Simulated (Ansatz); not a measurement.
Predict the output of the script below (the Python package of Ansatz (0.2.0)).

The script, `soc.py`:
```python
"""Levels of Pt3Rh without and with spin-orbit coupling."""

import warnings

import ansatz as az
import numpy as np


def main() -> None:
    warnings.simplefilter("ignore", az.DeckWarning)

    vectors = np.array([
        [3.909869, 0.0, 0.0],
        [0.0, 3.909869, 0.0],
        [0.0, 0.0, 3.909869],
    ])
    structure = (
        az.Lattice.of(vectors)
        .atom("Rh", [0.5, 0.5, 0.5])
        .atom("Pt", [0.5, 0.0, 0.0])
        .atom("Pt", [0.0, 0.5, 0.0])
        .atom("Pt", [0.0, 0.0, 0.5])
    )

    base = (
        structure.calculation()
        .functional("PBEsol")
        .kpoints(spacing=0.29)
        .occupations("gaussian", width=0.15)
        .scf(tolerance=1e-10)
        .band_table()
    )
    for label, variant in (("scalar-relativistic", base), ("spin-orbit", base.spin(soc=True))):
        report = variant.run(threads=1, backend="cpu").report
        zero = report["band_edges_ev"][0] if report.get("band_edges_ev") else report["fermi_energy_ev"]
        near = [round(e - zero, 3) for e in report["eigenvalues_ev"][0] if abs(e - zero) < 3]
        print(label)
        print("  band edges (eV):", [round(e, 3) for e in report.get("band_edges_ev") or []] or "none reported")
        print("  levels at k =", report["kpoints_frac"][0], "within 3 eV of the zero:", near)


if __name__ == "__main__":
    main()
```

```console
$ python soc.py
scalar-relativistic
  band edges (eV): none reported
  levels at k = [0.0, 0.0, 0.0] within 3 eV of the zero: [-1.508, -1.508, -0.013, 0.192, 0.192, 0.453, 0.453, 0.453, 0.665, 0.665, 0.665, 1.979, 1.979, 1.979]
spin-orbit
  band edges (eV): none reported
  levels at k = [0.0, 0.0, 0.0] within 3 eV of the zero: [-1.403, -1.403, -1.403, -1.403, -0.227, -0.227, -0.079, -0.079, -0.079, -0.079, 0.058, 0.058, 0.509, 0.509, 0.509, 0.509, 1.013, 1.013, 1.037, 1.037, 1.037, 1.037, 1.55, 1.55, 1.55, 1.55, 2.188, 2.188]
```

What to keep in mind:
- The computed bands are complete only to about 5.7 eV above the Fermi level.
- This cell is a computed structure, which may not be the phase found in nature.
- Gaps and levels are Kohn-Sham values on a finite set of k-points.
- With spin-orbit coupling each level holds one electron and, with inversion or at time-reversal points, comes in pairs; a window in energy can cut a split set.
- It ran for 26 s on 1 thread of Arm Neoverse V1, on a shared host, peak memory 0.63 GiB.
